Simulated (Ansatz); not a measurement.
# quartet C2H2FSi at 6 levels

We compute a comparison of 6 runs (UHF/STO-3G, UHF/3-21G, U-revPBE/def2-SVPD, U-wB97X/def2-SVPD, UB3LYP/def2-SVPD, UPBE/def2-SVPD) of quartet C2H2FSi. 

The calculation is run with Ansatz 0.2.0.

46 further runs of the same task are left out: 46 set aside as unsound or not needed.

## (1) The molecule

The species is C2H2FSi (6 atoms), meant as a quartet with charge 0. As SMILES of the parent species, `C#C[SiH]F`. Geometry: relaxed at PBE0-D4/def2-TZVP. That shape belongs to the parent species and isn't relaxed for this state.

Bond lengths: C1–C2 1.209 Å, C2–Si3 1.806 Å, Si3–F4 1.599 Å, C1–H5 1.066 Å, Si3–H6 1.485 Å. Angles: C1–C2–Si3 173.2°, C2–Si3–F4 109.8°, C2–C1–H5 179.1°, C2–Si3–H6 111.2°, F4–Si3–H6 108.3°.

## (2) The energy at UHF/STO-3G (run 1)

Input file input.yaml:

```yaml
basis:
  gaussian: {orbitals: STO-3G}
crystal:
  periodic: [false, false, false]
  atoms:
    - {symbol: C, position_ang: [0.118100, -0.680000, -1.605700]}
    - {symbol: C, position_ang: [0.120400, -0.213700, -0.490100]}
    - {symbol: Si, position_ang: [0.338300, 0.466700, 1.168800]}
    - {symbol: F, position_ang: [-0.478000, -0.412300, 2.226800]}
    - {symbol: H, position_ang: [0.100300, -1.089200, -2.590300]}
    - {symbol: H, position_ang: [-0.157100, 1.864400, 1.244300]}
magnetization: {spin_polarized: true, initial_magnetization: 3}
hamiltonian: {xc: hf}
accuracy: high
output: {orbitals: {seedname: orbitals}}
```

On the command line:

```sh
$ ansatz run input.yaml --threads 1 --pin off --max-ram 3480MiB --events-out events.jsonl --progress --plain --runs-dir runs
```

Output:

```text
Warning: RAYON_NUM_THREADS=1 ignored (pool sized by the plan → 1); use --threads N
Functional definition: HF
  name "HF"
  exchange = exact_x
  correlation = 0
484 factors; integrals over basis functions are off by at most 1.9e-8 eV
mean field evaluation 1: about -12495.5589 eV, gradient 1.4e1 eV
mean field evaluation 2: about -12495.6402 eV, gradient 1.4e1 eV
mean field evaluation 4: about -12498.0081 eV, gradient 2.0e0 eV
mean field evaluation 8: about -12498.1763 eV, gradient 2.5e-1 eV
mean field evaluation 16: about -12498.1833 eV, gradient 4.5e-6 eV
mean field evaluation 32: about -12497.8091 eV, gradient 3.7e-1 eV
mean field evaluation 64: about -12497.6520 eV, gradient 2.4e-1 eV
mean field evaluation 96: about -12498.0873 eV, gradient 4.4e-1 eV
mean field evaluation 128: about -12498.1833 eV, gradient 5.4e-8 eV
mean field -12498.18327501 eV, -459.2997637837 hartree, gradient 1.6e-8 eV, S^2 3.819107; 3 other end points of the search recorded, 0 dependent functions left out
reference -12498.18327501 eV, -459.2997637837 hartree; 20, 17 occupied and 6, 9 virtual orbitals, 484 factors
Total energy: -12498.18327501 eV, -459.2997637837 hartree
```

Wall time 0.61 s (1 thread of Arm Neoverse V1, shared host).

## (3) A single-point energy at UHF/3-21G (run 2)

Input file run.yaml:

```yaml
crystal:
  periodic: [false, false, false]
  atoms:
    - symbol: C
      position_ang: [0.118100, -0.680000, -1.605700]
    - symbol: C
      position_ang: [0.120400, -0.213700, -0.490100]
    - symbol: Si
      position_ang: [0.338300, 0.466700, 1.168800]
    - symbol: F
      position_ang: [-0.478000, -0.412300, 2.226800]
    - symbol: H
      position_ang: [0.100300, -1.089200, -2.590300]
    - symbol: H
      position_ang: [-0.157100, 1.864400, 1.244300]
basis:
  gaussian:
    orbitals: 3-21G.json
magnetization:
  spin_polarized: true
  initial_magnetization: 3
hamiltonian:
  xc: hf
accuracy: high
output: {orbitals: {seedname: orbitals}}
```

The basis set 3-21G is read from a file made from the Basis Set Exchange's data (not shown).

On the command line:

```sh
$ ansatz run run.yaml --threads 1 --pin off --max-ram 3480MiB --events-out events.jsonl --progress --plain --runs-dir runs
```

Output, shortened:

```text
Warning: RAYON_NUM_THREADS=1 ignored (pool sized by the plan → 1); use --threads N
[... 2 set-up lines as earlier in the session ...]
[...]
950 factors; integrals over basis functions are off by at most 3.4e-9 eV
[...]
mean field -12587.23438200 eV, -462.5723316044 hartree, gradient 2.3e-8 eV, S^2 3.801575; 4 other end points of the search recorded, 0 dependent functions left out
reference -12587.23438200 eV, -462.5723316044 hartree; 20, 17 occupied and 24, 27 virtual orbitals, 950 factors
Total energy: -12587.23438200 eV, -462.5723316044 hartree
```

Wall time 2.3 s (1 thread of Arm Neoverse V1, shared host); peak memory 0.11 GiB.

Run 3 isn't shown in full; the table further down has it.

## (4) The energy at U-wB97X/def2-SVPD (run 4)

Input file job.yaml:

```yaml
crystal:
  periodic: [false, false, false]
  atoms:
    - {symbol: C, position_ang: [0.118100, -0.680000, -1.605700]}
    - {symbol: C, position_ang: [0.120400, -0.213700, -0.490100]}
    - {symbol: Si, position_ang: [0.338300, 0.466700, 1.168800]}
    - {symbol: F, position_ang: [-0.478000, -0.412300, 2.226800]}
    - {symbol: H, position_ang: [0.100300, -1.089200, -2.590300]}
    - {symbol: H, position_ang: [-0.157100, 1.864400, 1.244300]}
basis:
  gaussian: {orbitals: def2-SVPD}
magnetization: {spin_polarized: true, initial_magnetization: 3}
hamiltonian: {xc: {name: wB97X}}
accuracy: high
output: {orbitals: {seedname: orbitals}}
```

On the command line:

```sh
$ ansatz run job.yaml --threads 1 --pin off --max-ram 3480MiB --events-out events.jsonl --progress --plain --runs-dir runs
```

Output, shortened:

```text
Warning: RAYON_NUM_THREADS=1 ignored (pool sized by the plan → 1); use --threads N
Functional definition: wB97X
  name "wB97X"
[...]
      + exact_x_lr(omega)
[...]
      + integral(e_c_pw_opposite_spin*poly(b97_u_opposite, 1, cos1, cos2, cos3, cos4))
1967 factors; integrals over basis functions are off by at most 3.7e-9 eV
439 factors; integrals over basis functions are off by at most 2.2e-9 eV
[...]
mean field -12686.74709520 eV, -466.2293563627 hartree, gradient 8.7e-8 eV, S^2 3.761174; 4 other end points of the search recorded, 0 dependent functions left out
reference -12686.74709228 eV, -466.2293562553 hartree; 20, 17 occupied and 83, 86 virtual orbitals, 1967 factors
Total energy: -12686.74709228 eV, -466.2293562553 hartree
```

It took 2.3 min on 1 thread of Arm Neoverse V1, shared host; peak memory 0.81 GiB.

Run 5 isn't shown in full; the table further down has it.

## (5) The energy at UPBE/def2-SVPD (run 6)

Input file in.yaml:

```yaml
crystal:
  periodic: [false, false, false]
  atoms:
    - {symbol: C, position_ang: [0.118100, -0.680000, -1.605700]}
    - {symbol: C, position_ang: [0.120400, -0.213700, -0.490100]}
    - {symbol: Si, position_ang: [0.338300, 0.466700, 1.168800]}
    - {symbol: F, position_ang: [-0.478000, -0.412300, 2.226800]}
    - {symbol: H, position_ang: [0.100300, -1.089200, -2.590300]}
    - {symbol: H, position_ang: [-0.157100, 1.864400, 1.244300]}
basis:
  gaussian:
    orbitals: def2-SVPD
magnetization:
  spin_polarized: true
  initial_magnetization: 3
hamiltonian:
  xc: {name: PBE}
accuracy: high
output:
  orbitals: {seedname: orbitals}
```

On the command line:

```sh
$ ansatz run in.yaml --threads 1 --pin off --max-ram 3480MiB --events-out events.jsonl --progress --plain --runs-dir runs
```

Output:

```text
Warning: RAYON_NUM_THREADS=1 ignored (pool sized by the plan → 1); use --threads N
Functional definition: PBE
  name "PBE"
  parameter kappa = 0.804
  parameter beta = 0.06672455060314922
  exchange = pbe_x(kappa = kappa, mu = beta*pi^2/3)
  correlation = pbe_c(beta = beta)
1967 factors; integrals over basis functions are off by at most 3.7e-9 eV
mean field evaluation 1: about -12658.5533 eV, gradient 5.5e1 eV
mean field evaluation 2: about -12412.0323 eV, gradient 1.5e2 eV
mean field evaluation 4: about -12676.7226 eV, gradient 2.2e1 eV
mean field evaluation 8: about -12678.9854 eV, gradient 3.3e-1 eV
mean field evaluation 16: about -12678.9842 eV, gradient 4.8e-3 eV
mean field evaluation 32: about -12678.9842 eV, gradient 3.5e-8 eV
mean field -12678.98422038 eV, -465.9440759747 hartree, gradient 3.5e-8 eV, S^2 3.756788; 5 other end points of the search recorded, 0 dependent functions left out
reference -12678.98422446 eV, -465.9440761247 hartree; 20, 17 occupied and 83, 86 virtual orbitals, 1967 factors
Total energy: -12678.98422446 eV, -465.9440761247 hartree
```

Run time: 19 s. Hardware: 1 thread of Arm Neoverse V1, shared host; peak memory 0.34 GiB.

## (6) The series

```csv
run,level,energy (Eh),HOMO energy (eV),⟨S²⟩,wall time
1,UHF/STO-3G,-459.299764,-3.36,3.819,0.61 s
2,UHF/3-21G,-462.572332,-6.50,3.802,2.3 s
3,U-revPBE/def2-SVPD,-466.177707,-2.96,3.758,18 s
4,U-wB97X/def2-SVPD,-466.229356,-6.10,3.761,2.3 min
5,UB3LYP/def2-SVPD,-466.309380,-3.74,3.758,30 s
6,UPBE/def2-SVPD,-465.944076,-3.01,3.757,19 s
```

## (7) Results

| quantity | value |
| --- | --- |
| run 6: total energy | -465.94408 Eh |
| run 6: HOMO energy (highest over α and β) | -3.01 eV |
| run 6: ⟨S²⟩ | 3.757 |

In words: Totals of different functionals can't be ranked against each other. In run 1 the basis is minimal, so the values are rough. All runs together took 3.4 min, the longest 2.3 min.
